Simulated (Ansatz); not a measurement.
# C3H8BFO2: up Jacob's ladder to CCSD(T)

An exercise on one series of results from a longer session: the logs are not shown, and one member is left open.

The runs use Ansatz 0.2.0, Gaussian basis; functionals in def2-TZVPP, the program's frozen cores in correlated methods.

Levels to be run: PBE-D4, r2SCAN-D4, PBE0-D4, B3LYP-D4, ωB97X-V, ωB97M-V, B2PLYP; CCSD(T)/def2-TZVPP; MP2/def2-QZVPP; extrapolation to the limit.

## The geometry

All runs share one geometry, relaxed beforehand with PBE0-D4 in a triple-zeta def2 set.

SMILES `CC(C)OB(O)F`, 15 atoms, charge 0, spin multiplicity 1.

Atoms are counted from 1 here; the program's logs count them from 0.

Bond lengths: C1–C2 1.514 Å, C1–H8 1.093 Å, C1–H9 1.092 Å, C1–H10 1.092 Å, C2–C3 1.511 Å, C2–O4 1.431 Å, C2–H11 1.095 Å, C3–H12 1.092 Å, C3–H13 1.091 Å, C3–H14 1.093 Å, O4–B5 1.344 Å, B5–O6 1.362 Å, B5–F7 1.338 Å, O6–H15 0.960 Å. Angles: C2–C1–H8 110.2°, C2–C1–H9 110.4°, C2–C1–H10 110.8°, H8–C1–H9 108.5°, H8–C1–H10 108.7°, H9–C1–H10 108.1°, C1–C2–C3 112.8°, C1–C2–O4 109.4°, C1–C2–H11 109.2°, C3–C2–O4 107.3°, C3–C2–H11 109.6°, O4–C2–H11 108.5°, C2–C3–H12 110.4°, C2–C3–H13 110.7°, C2–C3–H14 110.3°, H12–C3–H13 108.5°, H12–C3–H14 108.5°, H13–C3–H14 108.3° and more.

Set-up of the first run:

The input, in.yaml:

```yaml
crystal:
  periodic: [false, false, false]
  atoms:
    - {symbol: C, position_ang: [-0.794608, 0.843623, -1.002207]}
    - {symbol: C, position_ang: [0.118948, -0.208815, -0.411751]}
    - {symbol: C, position_ang: [1.333219, -0.477392, -1.270193]}
    - {symbol: O, position_ang: [0.590743, 0.233122, 0.865343]}
    - {symbol: B, position_ang: [-0.106364, 0.007692, 1.991732]}
    - {symbol: O, position_ang: [-1.290565, -0.666078, 1.999514]}
    - {symbol: F, position_ang: [0.402078, 0.466929, 3.140462]}
    - {symbol: H, position_ang: [-0.258212, 1.788748, -1.116518]}
    - {symbol: H, position_ang: [-1.153580, 0.528639, -1.984604]}
    - {symbol: H, position_ang: [-1.661908, 1.008055, -0.360037]}
    - {symbol: H, position_ang: [-0.444600, -1.137539, -0.271299]}
    - {symbol: H, position_ang: [1.030078, -0.839997, -2.254649]}
    - {symbol: H, position_ang: [1.975162, -1.228551, -0.807081]}
    - {symbol: H, position_ang: [1.914787, 0.438143, -1.401224]}
    - {symbol: H, position_ang: [-1.655177, -0.756590, 2.882531]}
basis:
  gaussian: {orbitals: def2-TZVPP}
hamiltonian: {xc: pbe, dispersion: d4}
output: {forces: true, orbitals: {seedname: orbitals}}
```

On the command line:

```
ansatz run in.yaml --threads 2 --pin off --events-out ev --progress --plain --max-ram 32768MiB --backend cuda --devices 0, --max-vram 18GiB
```

Among the steps run: PBE-D4 (GGA); r2SCAN-D4 (meta-GGA); PBE0-D4 (hybrid); B3LYP-D4 (hybrid); ωB97X-V (range-separated); ωB97M-V (range-separated); B2PLYP (double hybrid); CCSD(T) in def2-TZVPP; MP2 in def2-QZVPP.

One table of the session follows, with a row left open; its other results are not shown here.

```
            method  atoms, summed (eV)  atomisation energy (kcal/mol)
            PBE-D4          -10658.248                         1555.9
         r2SCAN-D4          -10666.313                         1529.9
           PBE0-D4          -10660.225                         1527.5
          B3LYP-D4          -10672.912                         1521.8
           ωB97X-V          -10668.727                         1523.6
           ωB97M-V                   ?                              ?
            B2PLYP          -10664.900                         1510.6
     HF/def2-TZVPP          -10630.163                         1137.4
    MP2/def2-TZVPP          -10649.836                         1522.7
   CCSD/def2-TZVPP          -10653.298                         1467.8
CCSD(T)/def2-TZVPP          -10653.748                         1488.5
           MP2/CBS          -10653.740                         1557.6
       CCSD(T)/CBS          -10657.652                         1523.4
```

**Question.** Estimate the row for ωB97M-V.

**Answer.** atoms, summed (eV): -10667.987; atomisation energy (kcal/mol): 1528.6. In the column «atoms, summed (eV)» it lies between ωB97X-V (-10668.727) and r2SCAN-D4 (-10666.313).
